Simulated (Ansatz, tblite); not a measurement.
## A script for AlGa₃P₄ (GFN2-xTB)

These are simulated results from tblite 0.8.0, not measurements. The cell was built from a prototype and was relaxed with r2SCAN in plane waves (Ansatz 0.2.0). It may be hypothetical. All runs are without spin polarisation.

It is orthorhombic, Amm2 (No. 38); a = 3.862 Å, b = 7.721 Å, c = 10.910 Å in the conventional setting, 20.33 Å³ an atom. Around Al lie 4 P at 2.36 Å; around Ga lie 4 P at 2.36 Å; around P lie 2 Al at 2.36 Å and 2 Ga at 2.36 Å; around P lie 3 Ga at 2.36 Å and 1 Al at 2.36 Å; around P lie 4 Ga at 2.36 Å.

tblite solves periodic systems at the zone centre alone, so the script builds a cluster of 3×2×1 conventional cells (96 atoms), which folds in a coarse mesh of k points.

The script, run.py:

```python
import json
from ase import Atoms
from ase.build import make_supercell
from ase.units import Bohr, GPa, Hartree
from tblite.interface import Calculator

atoms = Atoms(['Al', 'Ga', 'Ga', 'Ga', 'P', 'P', 'P', 'P'],
              cell=[[3.86230113, 0.0, 0.0], [0.0, 3.86026676, 5.45509633], [0.0, -3.86026676, 5.45509633]],
              scaled_positions=[[0.0, 0.000290835, 0.000290835], [0.5, 0.000182213, 0.499844459], [0.5, 0.499844459, 0.000182213], [0.0, 0.499809364, 0.499809364], [0.5, 0.124960375, 0.124960375], [0.0, 0.124894227, 0.625083041], [0.0, 0.625083041, 0.124894227], [0.5, 0.624935486, 0.624935486]],
              pbc=True)
cluster = make_supercell(atoms, [[3, 0, 0], [0, 2, -2], [0, 1, 1]])
calc = Calculator('GFN2-xTB', cluster.numbers, cluster.positions / Bohr, lattice=cluster.cell[:] / Bohr, periodic=cluster.pbc)
calc.set('temperature', 0.02 / Hartree)
calc.set('max-iter', 150)
res = calc.singlepoint()
levels = res.get('orbital-energies') * Hartree
nv = round(res.get('orbital-occupations').sum() / 2)
cells = len(cluster) // len(atoms)
out = {'energy_per_cell': res.get('energy') * Hartree / cells, 'homo': levels[nv - 1], 'lumo': levels[nv],
       'stress': (-res.get('virial') * Hartree / cluster.get_volume() / GPa).tolist(), 'charges': res.get('charges')[:len(atoms)].tolist(), 'electrons': 2 * nv / cells}
json.dump(out, open('results.json', 'w'))
for key, value in out.items():
    print(key, value)
```

Command: `python run.py`. It took 14 s on 1 thread of Arm Neoverse V2, on a shared host, peak memory 0.19 GiB.

What it printed:

```
------------------------------------------------------------
  cycle        total energy    energy error   density error
------------------------------------------------------------
      1     -174.2338622797  -1.7522673E+02   3.2333100E-01
      2     -178.5315315472  -4.2976693E+00   2.0400046E-01
      3     -178.6072187821  -7.5687235E-02   2.3578269E-01
      4     -179.5155559823  -9.0833720E-01   1.5256400E-01
      5     -179.6097580175  -9.4202035E-02   9.8901800E-02
      6     -179.7030595984  -9.3301581E-02   5.4984902E-02
      7     -179.7205432194  -1.7483621E-02   3.3996503E-02
      8     -179.7311872472  -1.0644028E-02   2.1090768E-02
      9     -179.7371248873  -5.9376401E-03   1.5388417E-02
     10     -179.7354733815   1.6515058E-03   1.4547206E-02
     11     -179.7361245643  -6.5118276E-04   1.3245270E-02
     12     -179.7356986592   4.2590508E-04   1.1723388E-02
     13     -179.7352990345   3.9962469E-04   5.0142919E-03
     14     -179.7354567209  -1.5768646E-04   3.9055123E-03
     15     -179.7351134336   3.4328737E-04   2.8664355E-03
     16     -179.7356259163  -5.1248277E-04   6.3646706E-04
     17     -179.7356413887  -1.5472381E-05   3.2494926E-04
     18     -179.7356457327  -4.3440091E-06   1.7689233E-04
     19     -179.7356466723  -9.3960543E-07   1.1259987E-04
     20     -179.7356468085  -1.3617455E-07   5.1865281E-05
     21     -179.7356467898   1.8687672E-08   3.3689078E-05
     22     -179.7356468249  -3.5070798E-08   1.3071270E-05
------------------------------------------------------------

 total:                                  13.249 sec
energy_per_cell -407.5713390076433
homo -9.488844214561817
lumo -6.869393796880049
stress [[6.7945704433397776, -1.300163180543543e-07, -0.00011564032477390721], [-1.300163180158751e-07, 6.596893218485883, -5.048941096860305e-07], [-0.00011564032477368882, -5.048941097325974e-07, 6.291816334768087]]
charges [0.3925769012854645, 0.1416506844912444, 0.1416493927299397, 0.11678272216446672, -0.1549556482381837, -0.20065002836980136, -0.20065263638561914, -0.23648277584650917]
electrons 32.0
```

The cycle table is in hartree for the whole cluster, and the lines after it are in eV (the energy for one cell). The printed stress is in GPa and positive in compression, and the pressure is its mean diagonal.

GFN2-xTB gives a gap of 2.62 eV. On the same cell, plane-wave PBE (Ansatz, 6×4×4 k points and the special points) gives a gap of 1.57 eV and r2SCAN a gap of 1.87 eV; on shared hosts these took about 24 and 42 core-seconds on the 8-atom cell, against 14 for the script. Semilocal gaps usually lie below measured ones. xTB was fitted to molecules, so gaps, charges and pressures of solids can be far off, and the gap also depends on the size of the cluster.

The pressure on this cell is 6.6 GPa (positive in compression).

xTB was fitted mostly to molecules, and a small cluster samples few k points, so gaps, pressures and kinks along a curve can be far from a solid's.

Spin-orbit coupling is left out.
